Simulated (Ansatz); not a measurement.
# ClGeH3O: the cost of one run

All numbers below are computed with Ansatz 0.2.0 (RKS BHLYP-D4/def2-SVP).

**1. Starting point**

Bond lengths: Ge1–Cl2 2.220 Å, Ge1–H3 1.550 Å, Ge1–O4 1.769 Å, O4–H5 1.010 Å, Ge1–H6 1.549 Å. Angles: Cl2–Ge1–H3 109.5°, Cl2–Ge1–O4 109.5°, Cl2–Ge1–H6 109.5°, H3–Ge1–O4 109.5°, H3–Ge1–H6 109.5°, O4–Ge1–H6 109.5°, Ge1–O4–H5 109.5°.

As a file:

```xyz
6

Ge    0.0000    0.0000    0.0000
Cl    0.0000    0.0000    2.2200
H     1.4616    0.0000   -0.5162
O    -0.8337    1.4443   -0.5894
H    -1.7915    1.2136   -0.8118
H    -0.7300   -1.2648   -0.5162
```

**2. Relaxing the start**

Contents of input.yaml:

```yaml
crystal:
  periodic: [false, false, false]
  atoms:
    - { symbol: Ge, position_ang: [0.0, 0.0, 0.0] }
    - { symbol: Cl, position_ang: [0.0, 0.0, 2.22] }
    - { symbol: H, position_ang: [1.4616, 0.0, -0.5162] }
    - { symbol: O, position_ang: [-0.8337, 1.4443, -0.5894] }
    - { symbol: H, position_ang: [-1.7915, 1.2136, -0.8118] }
    - { symbol: H, position_ang: [-0.73, -1.2648, -0.5162] }
basis:
  gaussian: { orbitals: def2-SVP }
hamiltonian:
  xc: { name: BHLYP }
  dispersion: d4
relax:
  f_tol: 0.02
  max_steps: 40
output:
  orbitals: {}
```

On the command line:

```sh
$ ansatz run input.yaml --threads 1 --pin off --max-ram 2048MiB --backend cpu --events-out ev --progress --plain --runs-dir out
```

What time and memory should one allow on 1 thread of Arm Neoverse V1, shared host?

About 27 s, with a peak of 0.16 GiB.
